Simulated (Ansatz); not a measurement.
## SrPb, space group Cmcm: a comparison of norm-conserving and PAW potentials

Computed with Ansatz 0.2.0, Python API.

Script `run_nc_paw.py`:
```python
import ansatz as az
import numpy as np


def count_gap(report):
    # lowest empty less highest filled band, counting bands; zero where they overlap
    return max(report.get("gap_by_band_count_ev") or 0.0, 0.0)


def main() -> None:
    cell = (
        az.Lattice.from_parameters(6.609713, 6.609713, 4.648, alpha=90.0, beta=90.0, gamma=135.38307)
        .atom("Sr", (0.868, 0.132, 0.25))
        .atom("Sr", (0.132, 0.868, 0.75))
        .atom("Pb", (0.578, 0.422, 0.25))
        .atom("Pb", (0.422, 0.578, 0.75))
    )

    calc = cell.calculation()
    calc = calc.functional(az.Functional.LDA)
    calc = calc.kpoints(5).occupations(az.OccupationsMethod.COLD)
    calc = calc.stress()
    calc = calc.forces().band_table()
    variants = {
        "PAW": calc.pseudopotentials("paw"),
        "norm-conserving": calc.pseudopotentials("nc"),
    }
    rows = []
    for label, variant in variants.items():
        r = variant.run().report
        levels = np.array(r["eigenvalues_ev"][0]) - r["fermi_energy_ev"]
        print(label, "levels at the first k-point near E_F:", np.round(levels[np.abs(levels) < 5], 3))
        rows.append((label, r["n_electrons"], np.trace(r["stress_gpa"]) / 3, float(np.abs(r["forces_ev_ang"]).max()), count_gap(r)))
    print("     treatment  electrons in bands           P GPa  max force component eV/A  gap by band count eV")
    for row in rows:
        print(f"{str(row[0]):>14s}  {row[1]:18.1f}  {row[2]:14.3f}  {row[3]:24.4f}  {row[4]:20.3f}")


if __name__ == "__main__":
    main()
```

```console
$ python run_nc_paw.py
DeckWarning: basis.ecutwfc = 420 eV, auto-derived from the records' recommended cutoffs: set by Sr (normal level)
PAW levels at the first k-point near E_F: [-2.038 -1.281 -1.061  0.035  0.87   0.976  1.896  2.11   2.929]
DeckWarning: basis.ecutwfc = 925.187132 eV, auto-derived from the records' recommended cutoffs: set by Sr (normal level)
norm-conserving levels at the first k-point near E_F: [-2.038 -1.276 -1.058  0.033  0.873  0.978  1.894  2.119  2.93 ]
     treatment  electrons in bands           P GPa  max force component eV/A  gap by band count eV
           PAW                48.0          -1.150                    0.4752                 0.000
norm-conserving                48.0          -1.140                    0.4783                 0.000
```
(Warnings from the package without file and line.)

PAW gives -1.150 GPa and norm-conserving -1.140 GPa, 0.010 GPa apart. They took 7.0 and 18.6 s of processor time.

Caveats:
- The computed bands are complete only to about 2.4 eV above the Fermi level.
- The mesh is modest for a metal, so energies can be off by several to tens of meV an atom and pressures by half a GPa or more; differences at equal mesh fare better.
- A gap by band count of zero or less means overlapping bands, a metal.
- The starting cell is as deposited in a crystallographic database; the results hold for this polymorph, which needn't be the stable one.
- Levels are Kohn-Sham eigenvalues on this mesh, without spin-orbit coupling.
- Stress is positive in compression.
- Run time: 26 s on 1 thread of Arm Neoverse V1, on a shared host, peak memory 0.64 GiB.
